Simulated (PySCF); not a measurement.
**RuCl₃: quartet, from a trigonal planar start**

Where does quartet RuCl₃ go from a trigonal planar start, is the end point a minimum, and what are its modes, charges and moments?

Program: PySCF 2.14.0. Level of theory: PBE0, basis Ru def2-TZVP with ECP28, Cl def2-TZVP, scalar-relativistic core potentials, no spin–orbit coupling, density fitting. These are calculated values, not measurements.

## 1. Starting geometry

4 atoms, charge 0, spin multiplicity 4.

Bond lengths: Ru1–Cl2 2.240 Å, Ru1–Cl3 2.240 Å, Ru1–Cl4 2.240 Å. Angles: Cl2–Ru1–Cl3 120.0°, Cl2–Ru1–Cl4 120.0°, Cl3–Ru1–Cl4 120.0°.

Z-matrix (Å, degrees; charge 0 multiplicity 4):
```
Ru
Cl 1 2.2400
Cl 1 2.2400 2 120.00
Cl 1 2.2400 2 120.00 3 180.00
```

## 2. The SCF at the typed geometry

One driver script runs all steps and calls PySCF; scf.py shows how it sets up the SCF of each step. The optimiser is the driver's own. After this first run the driver tries any further starts and a stability analysis.

scf.py reads:

```python
from pyscf import gto, scf, dft
mol = gto.M(atom='''
Ru     0.000000     0.000000     0.000000
Cl     2.240000     0.000000     0.000000
Cl    -1.120000     1.939900     0.000000
Cl    -1.120000    -1.939900     0.000000''',
    basis={'Ru': 'def2-TZVP', 'Cl': 'def2-TZVP'},
    ecp={'Ru': 'def2-TZVP'},
    charge=0, spin=3)
mf = dft.UKS(mol, xc='PBE0')
mf.grids.atom_grid = (50, 194)
aux = {'Ru': 'def2-universal-JKFIT', 'Cl': 'def2-universal-JKFIT'}
mf = mf.density_fit(auxbasis=aux)
mf.conv_tol = 1e-08
mf.diis_space = 10
mf.max_cycle = 60
mf.init_guess = 'minao'
mf.verbose = 4
mf.kernel()
```

Launch:

```
$ OMP_NUM_THREADS=4 python axn.py task.json out
```

The runs that follow: Relaxing the quartet from the trigonal planar start; Releasing the symmetry; Hessian and properties.

Before running it: what results should come out? Wanted: minimum; geometry; wavenumbers; dipole moment; highest occupied, lowest empty level; polar-tensor charge of Ru1; zero-point energy; atomisation energy; ⟨S²⟩.

**Answer**, as computed:

```
                                          quantity                                                                     value
                                           minimum                                                              quartet, C2v
                                          geometry  Ru–Cl 2.161 Å, Ru–Cl 2.201 Å (×2); Cl–Ru–Cl 104.8° (×2), Cl–Ru–Cl 150.5°
                                wavenumbers (cm⁻¹)                  86 (b1), 88 (b2), 109 (a1), 379 (a1), 425 (a1), 435 (b2)
                                     dipole moment                                                                    0.60 D
highest occupied, lowest empty level (either spin)                                                           -7.88, -4.68 eV
                        polar-tensor charge of Ru1                                                                   +1.40 e
                                 zero-point energy                                                                9.1 kJ/mol
                               entropy at 298.15 K                                                           357.4 J/(mol K)
         atomisation energy (no zero-point energy)                                                                982 kJ/mol
                                              ⟨S²⟩                                                                     3.770
```

**Reading.** From D3h at the start the molecule goes to a C2v minimum. In the infrared the band at 435 cm⁻¹ (b2, stretch) leads. Most of the spin sits on Ru1 (Mulliken spin 2.44, against 3 for the whole molecule). Only this shape and spin were tried, so other structures or states may lie lower. One determinant may miss the lowest occupation of an open d or f shell.
